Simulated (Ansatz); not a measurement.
**Na2PbI: relaxing cell and atoms**

Wanted: the geometry at rest of Na2PbI (a borrowed structure type, volume estimated), relaxing cell and atoms, and its electronic structure there.

Computed, not measured: Ansatz 0.2.0, DFT, PBE, no spin polarisation, plane waves, PAW.

## Step 1: The cell

The structure is orthorhombic, space group Pmmn (No. 59). The conventional cell has a = 4.458 Å, b = 7.516 Å, c = 7.269 Å, α = 90.00°, β = 90.00°, γ = 90.00°. Na (site symmetry m) has 3 Pb at 3.01 to 3.08 Å and 3 I at 3.19 to 3.21 Å as nearest neighbours. Around I (site symmetry mm2) lie 6 Na at 3.19 to 3.21 Å. Pb (site symmetry mm2) is surrounded by 6 Na at 3.01 to 3.08 Å.

As a file:

```
Na I Pb
1.0
     7.26878    0.00000    0.00000
     0.00000    4.45769    0.00000
     0.00004    0.00000    7.51572
Na I Pb
4 2 2
Direct
  0.53302 0.00000 0.74363
  0.99824 0.50000 0.75634
  0.53302 0.00000 0.25638
  0.99824 0.50000 0.24366
  0.17386 0.00000 0.50000
  0.35700 0.50000 0.00000
  0.68091 0.50000 0.50000
  0.85072 0.00000 0.00000
```

It starts from an earlier solution of the starting cell (checkpoint.read).

## Step 2: The relaxation

Input file input.yaml:

```yaml
crystal:
  lattice:
    - [7.268778, 0.0, 0.0]
    - [0.0, 4.457687, 0.0]
    - [4.0e-05, 0.0, 7.515716]
  atoms:
    - { symbol: Na, position: [0.53302, 0.0, 0.74363] }
    - { symbol: Na, position: [0.99824, 0.5, 0.75634] }
    - { symbol: Na, position: [0.53302, 0.0, 0.25638] }
    - { symbol: Na, position: [0.99824, 0.5, 0.24366] }
    - { symbol: I, position: [0.17386, 0.0, 0.5] }
    - { symbol: I, position: [0.357, 0.5, 0.0] }
    - { symbol: Pb, position: [0.68091, 0.5, 0.5] }
    - { symbol: Pb, position: [0.85072, 0.0, 0.0] }
  symmetry: { tolerance: 0.0003 }
kpoints:
  mp_grid: { grid: [5, 7, 4], shift: [0, 0, 0] }
magnetization:
  spin_polarized: false
scf:
  occupations: { method: gaussian, width: 0.0914 }
  lower_state_search: "off"
hamiltonian:
  pseudopotentials: { kind: paw }
  xc: pbe
basis:
  ecutwfc: 420
  fft_grid_basis: typed
relax:
  max_steps: 80
  cell: { p_target: 0.0 }
output:
  forces: true
  stress: true
  eigenvalues: true
  bader: false
  populations: true
  elf: true
  write_potential: true
  volumetric_format: npy
  dos:
    e_range: [-12, 8]
    de: 0.05
    projected: { site_lists: { I: [I], Na: [Na], Pb: [Pb] } }
  write_density: true
checkpoint:
  read: saved_state
```

The run is started by

```sh
$ ansatz run input.yaml --threads 2 --pin off --max-ram 3584MiB --backend cpu --events-out ev --progress --plain --runs-dir out
```

Before running it: what results should come out? Wanted: moves; energy gained; largest move; cell; volume; pressure at the end; character.

As calculated:

| quantity | value |
| --- | --- |
| moves | 14 |
| energy gained | 212.7 meV/atom |
| largest move | 0.54 Å (Pb) |
| space group (0.01 Å), before / after | Pmmn / Pmmn |
| cell | a = 9.799 Å, b = 3.976 Å, c = 6.848 Å, α = 90.00°, β = 90.00°, γ = 90.00° |
| volume | 33.35 Å³/atom (+9.6 %) |
| pressure at the end | 0.01 GPa |
| formation energy (elements from separate runs) | -0.51 eV/atom |
| character | metal |
| density of states, mean within 0.25 eV of the Fermi level | 5 per eV per cell |

In words: The volume grew by 9.6 %, and the largest move of an atom is 0.54 Å apart from the change of the cell; the energy fell by 212.7 meV per atom. The shape changed more than that tells: the edges moved by +35, -11, -9 %. With 8 symmetry operations imposed, the end may be a saddle point towards distortions that break them. By a distance rule the end structure falls into sheets, and the functional has no dispersion term: where only weak forces hold such sheets, the spacing at the end is too wide to trust. The cell is metallic; within 0.25 eV of the Fermi level the density of states averages 5 per eV per cell, mostly Pb p (84 %). Against the elements' reference phases (Na bcc, solid I2 (Cmce), Pb fcc; separate runs with the same functional) the formation energy is -0.51 eV per atom, so it is bound against them, though other compounds may compete.
